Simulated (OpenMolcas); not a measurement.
# InNH2Cl (SMILES [NH2][In][Cl]): a chain of runs

Wanted: a series of 9 runs (UHF/def2-SVP, CASSCF(3,3)/def2-SVP, CASPT2(3,3)/def2-SVP, CASPT2[IPEA 0](3,3)/def2-SVP, SC-NEVPT2(3,3)/def2-SVP, PC-NEVPT2(3,3)/def2-SVP, MC-PDFT[tPBE](3,3)/def2-SVP, MC-PDFT[ftPBE](3,3)/def2-SVP, and more) of InNH2Cl. 

Program for the calculation: OpenMolcas 26.06.

### Step 1. The molecule

The species is InNH2Cl (5 atoms), meant as a doublet with charge 0. SMILES: `[NH2][In][Cl]`. The In2–Cl3 distance was set to 3.553 Å, away from the relaxed value. At this shape a bond of the SMILES string is far longer than usual.

Bond lengths: N1–In2 2.072 Å, N1–H4 1.015 Å, N1–H5 1.017 Å. Angles: In2–N1–H4 113.0°, In2–N1–H5 110.3°, H4–N1–H5 107.4°.

### Step 2. A single-point energy at UHF/def2-SVP (core potential) (run 1)

step1.inp

```
&gateway
baslib=$CurrDir
coord
5
angstrom
N       -1.044142       1.305446      -1.079895
In      -1.313142      -0.720954      -0.739295
Cl       1.391500      -2.211500       1.018700
H       -1.901242       1.780646      -1.342695
H       -0.689242       1.760046      -0.242195
basis=def2-SVP
group=NoSym
&seward
&scf
uhf
spin=2
scramble=0.25
prorbitals=1 2
```

The basis set def2-SVP is read from a file made from the Basis Set Exchange's data (not shown).

Started as:

```
export MOLCAS_MEM=1860
pymolcas step1.inp > step1.log
```

What it wrote, cut to the lines that bear on the results:

```text
--- Start Module: gateway ---
[...]
--- Stop Module: gateway /rc=_RC_ALL_IS_WELL_ ---
--- Start Module: seward ---
[...]
      Basis functions           68
--- Stop Module: seward /rc=_RC_ALL_IS_WELL_ ---
[...]
--- Start Module: scf ---
[...]
       Convergence after  41 Iterations
[...]
::    Total SCF energy                               -704.1070404478
[...]
      Total spin, S                                     0.5565207309
[...]
      Total electronic charge=   47.000000
      Total            charge=   -0.000000
[...]
      Dipole Moment (debye):
      Origin of the operator (angstrom)=   -0.7201   -0.8338   -0.3981
                   X= -2.0956E+00               Y=  7.1428E-01               Z=  2.3101E-01           Total=  2.2260E+00
      Quadrupole Moment (debye*angstrom):
[...]
--- Stop Module: scf /rc=_RC_ALL_IS_WELL_ ---
[...]
```

Wall time 7.2 s (1 thread of Arm Neoverse V1, shared host); peak memory 0.41 GiB.

### Step 3. A single-point energy at CASSCF(3,3)/def2-SVP (core potential) (run 2)

step2.inp

```
* ClH2InN CASSCF

&GATEWAY
  BasLib=$CurrDir
  Coord
  5
  angstrom
  N       -1.044142       1.305446      -1.079895
  In      -1.313142      -0.720954      -0.739295
  Cl       1.391500      -2.211500       1.018700
  H       -1.901242       1.780646      -1.342695
  H       -0.689242       1.760046      -0.242195
  Basis=def2-SVP
  Group=NoSym

&SEWARD

&RASSCF
  FileOrb=$CurrDir/step1.UnaOrb
  Spin=2
  Nactel=3 0 0
  Inactive=22
  Ras2=3
  OrbListing=Nothing
  OrbAppear=Compact
```

The basis set def2-SVP is read from a file made from the Basis Set Exchange's data (not shown).

Started as:

```
export MOLCAS_MEM=1860
pymolcas step2.inp > step2.log
```

What it wrote, cut to the lines that bear on the results:

```text
--- Start Module: gateway ---
[...]
--- Stop Module: gateway /rc=_RC_ALL_IS_WELL_ ---
--- Start Module: seward ---
[...]
      Basis functions           68
--- Stop Module: seward /rc=_RC_ALL_IS_WELL_ ---
[...]
--- Start Module: rasscf ---
[...]
      Number of active orbitals                  3
[...]
      Spin quantum number                      0.5
[...]
      Active orbitals                            3
[...]
      Number of CSFs                             8
[...]
      Number of root(s) required                 1
[...]
      Convergence after 25 iterations
[...]
      printout of CI-coefficients larger than  0.05 for root  1
      energy=    -704.115631
      conf/sym  111     Coeff  Weight
             1  2u0  -0.97754 0.95558
             4  udu   0.11636 0.01354
             6  uud   0.06720 0.00452
             8  0u2  -0.15090 0.02277
      Natural orbitals and occupation numbers for root  1
      sym 1:   1.931337   0.999873   0.068790
      ************************************************************************************************************************
      *                                                    Final results                                                     *
[...]
::    RASSCF root number  1 Total energy:   -704.11563131
[...]
      Total electronic charge=   47.000000
      Total            charge=   -0.000000
[...]
      Dipole Moment (debye):
      Origin of the operator (angstrom)=   -0.7201   -0.8338   -0.3981
                   X= -1.8568E+00               Y=  4.8476E-01               Z=  4.1414E-01           Total=  1.9632E+00
      Quadrupole Moment (debye*angstrom):
[...]
--- Stop Module: rasscf /rc=_RC_ALL_IS_WELL_ ---
[...]
```

Wall time 6 s (1 thread of Arm Neoverse V1, shared host); peak memory 0.41 GiB.

Runs 3 to 5 aren't shown in full; the table further down has their settings and results.

### Step 4. A single-point energy at PC-NEVPT2(3,3)/def2-SVP (core potential) (run 6)

step6.input

```
* ClH2InN NEVPT2

&GATEWAY
 BasLib=$CurrDir
 Coord
 5
 angstrom
 N       -1.044142       1.305446      -1.079895
 In      -1.313142      -0.720954      -0.739295
 Cl       1.391500      -2.211500       1.018700
 H       -1.901242       1.780646      -1.342695
 H       -0.689242       1.760046      -0.242195
 Basis=def2-SVP
 Group=NoSym

&SEWARD

&RASSCF
 FileOrb=$CurrDir/step2.RasOrb
 Spin=2
 Nactel=3 0 0
 Inactive=22
 Ras2=3
 OrbListing=Nothing
 OrbAppear=Compact

&CASPT2
 PC-NEVPT2
 Frozen=10
```

The basis set def2-SVP is read from a file made from the Basis Set Exchange's data (not shown).

Started as:

```
export MOLCAS_MEM=1860
pymolcas step6.input > step6.log
```

What it wrote, cut to the lines that bear on the results:

```text
--- Start Module: gateway ---
[...]
--- Stop Module: gateway /rc=_RC_ALL_IS_WELL_ ---
[...]
      Basis functions           68
[...]
--- Start Module: rasscf ---
[...]
      Number of active orbitals                  3
[...]
      Spin quantum number                      0.5
[...]
      Active orbitals                            3
[...]
      Number of CSFs                             8
[...]
      Number of root(s) required                 1
[...]
      Convergence after  4 iterations
[...]
      printout of CI-coefficients larger than  0.05 for root  1
      energy=    -704.115631
      conf/sym  111     Coeff  Weight
             1  2u0  -0.97754 0.95558
             4  udu   0.11636 0.01354
             6  uud   0.06720 0.00452
             8  0u2  -0.15090 0.02277
      Natural orbitals and occupation numbers for root  1
      sym 1:   1.931337   0.999873   0.068790
      ************************************************************************************************************************
      *                                                    Final results                                                     *
[...]
::    RASSCF root number  1 Total energy:   -704.11563131
[...]
      Total electronic charge=   47.000000
      Total            charge=   -0.000000
[...]
      Dipole Moment (debye):
      Origin of the operator (angstrom)=   -0.7201   -0.8338   -0.3981
                   X= -1.8567E+00               Y=  4.8469E-01               Z=  4.1429E-01           Total=  1.9631E+00
      Quadrupole Moment (debye*angstrom):
[...]
--- Stop Module: rasscf /rc=_RC_ALL_IS_WELL_ ---
[...]
--- Start Module: caspt2 ---
[...]
 ###    WARNING: User changed nr of frozen orbitals.                         ###
 ###############################################################################
[...]
      E2 (Variational):          -0.3536885377
[...]
      E2 (Variational):          -0.3535692582
      Total energy:            -704.4692005693
[...]
      Reference weight:           0.88865
[...]
::    PC-NEVPT2 Root  1     Total energy:   -704.46931985
[...]
--- Stop Module: caspt2 /rc=_RC_ALL_IS_WELL_ ---
[...]
```

Run time: 3.6 s. Hardware: 1 thread of Arm Neoverse V1, shared host; peak memory 0.41 GiB.

Runs 7 to 8 aren't shown in full; the table further down has their settings and results.

### Step 5. The energy at MRCI(3,3)/def2-SVP (core potential) (run 9)

step9.input

```
&GATEWAY
  BasLib=$CurrDir
  Coord
  5
  angstrom
  N       -1.044142       1.305446      -1.079895
  In      -1.313142      -0.720954      -0.739295
  Cl       1.391500      -2.211500       1.018700
  H       -1.901242       1.780646      -1.342695
  H       -0.689242       1.760046      -0.242195
  Basis=def2-SVP
  Group=NoSym

&SEWARD

&RASSCF
  FileOrb=$CurrDir/step2.RasOrb
  Spin=2
  Nactel=3 0 0
  Inactive=22
  Ras2=3
  OrbListing=Nothing
  OrbAppear=Compact

&MOTRA
  LumOrb
  Frozen=10

&GUGA
  Electrons=27
  Spin=2
  Inactive=12
  Active=3
  CIAll=1

&MRCI
  SDCI
```

The basis set def2-SVP is read from a file made from the Basis Set Exchange's data (not shown).

Started as:

```
export MOLCAS_MEM=1860
pymolcas step9.input > step9.log
```

What it wrote, cut to the lines that bear on the results:

```text
--- Start Module: gateway ---
[...]
--- Stop Module: gateway /rc=_RC_ALL_IS_WELL_ ---
[...]
      Basis functions           68
[...]
      Number of active orbitals                  3
[...]
      Spin quantum number                      0.5
[...]
      Active orbitals                            3
[...]
      Number of CSFs                             8
[...]
      Number of root(s) required                 1
[...]
      Convergence after  4 iterations
[...]
      printout of CI-coefficients larger than  0.05 for root  1
      energy=    -704.115631
      conf/sym  111     Coeff  Weight
             1  2u0  -0.97754 0.95558
             4  udu   0.11636 0.01354
             6  uud   0.06720 0.00452
             8  0u2  -0.15090 0.02277
      Natural orbitals and occupation numbers for root  1
      sym 1:   1.931337   0.999873   0.068790
      ************************************************************************************************************************
      *                                                    Final results                                                     *
[...]
::    RASSCF root number  1 Total energy:   -704.11563131
[...]
      Dipole Moment (debye):
      Origin of the operator (angstrom)=   -0.7201   -0.8338   -0.3981
                   X= -1.8567E+00               Y=  4.8469E-01               Z=  4.1429E-01           Total=  1.9631E+00
      Quadrupole Moment (debye*angstrom):
[...]
      *** WARNING: Default frozen orbitals is overwritten by user input.
      *** Default values:   6
[...]
--- Start Module: guga ---
[...]
--- Stop Module: guga /rc=_RC_ALL_IS_WELL_ ---
--- Start Module: mrci ---
[...]
       (But an ACPF correction will be computed)
       USE THE DEFAULT ACPF G-VALUE GFAC=   7.4074074074074070E-002
[...]
                      CI ENERGY:  -704.46286062
[...]
                ACPF CORRECTION:    -0.04010064
[...]
      Total electronic charge=   47.000000
      Total            charge=    0.000000
[...]
     ACPF CORRECTION:     -0.04010064
[...]
  CI State   1     Total energy:   -704.46286062     QDav:     -0.04371255     QACPF:     -0.04010064
[...]
--- Stop Module: mrci /rc=_RC_ALL_IS_WELL_ ---
[...]
```

Run time: 1.8 min. Hardware: 1 thread of Arm Neoverse V1, shared host; peak memory 0.41 GiB.

### Step 6. Overview of the runs

```csv
run,level,scramble,active rule,energy (Eh),dipole moment (D) of the reference,wall time
1,UHF/def2-SVP (core potential),0.25,–,-704.107040,2.23,7.2 s
2,"CASSCF(3,3)/def2-SVP (core potential)",–,uhf natural orbitals,-704.115631,1.96,6 s
3,"CASPT2(3,3)/def2-SVP (core potential)",–,uhf natural orbitals,-704.472381,1.96,3.9 s
4,"CASPT2[IPEA 0](3,3)/def2-SVP (core potential)",–,uhf natural orbitals,-704.476641,1.96,3.9 s
5,"SC-NEVPT2(3,3)/def2-SVP (core potential)",–,uhf natural orbitals,-704.469201,1.96,3.6 s
6,"PC-NEVPT2(3,3)/def2-SVP (core potential)",–,uhf natural orbitals,-704.469320,1.96,3.6 s
7,"MC-PDFT[tPBE](3,3)/def2-SVP (core potential)",–,uhf natural orbitals,-705.765687,1.96,3.9 s
8,"MC-PDFT[ftPBE](3,3)/def2-SVP (core potential)",–,uhf natural orbitals,-705.927622,1.96,3.9 s
9,"MRCI(3,3)/def2-SVP (core potential)",–,uhf natural orbitals,-704.462861,1.96,1.8 min
```

### Step 7. Summary of results

| quantity | value |
| --- | --- |
| run 9, MRCI(3,3)/def2-SVP: total energy | -704.46286 Eh |
| run 9, MRCI(3,3)/def2-SVP: dipole moment (CASSCF density) | 1.96 D |

**Reading.** Below the UHF energy at the same shape and in the same basis (def2-SVP): CASSCF(3,3) -8.6 mEh; CASPT2(3,3) -365.3 mEh; CASPT2[IPEA 0](3,3) -369.6 mEh; SC-NEVPT2(3,3) -362.2 mEh; PC-NEVPT2(3,3) -362.3 mEh; MRCI(3,3) -355.8 mEh. Active-space methods hold only the correlation inside their space unless a perturbation or CI step follows. Spin contamination of the reference: run 1 ⟨S²⟩ = 0.87. All runs together took 2.4 min, the longest 1.8 min.
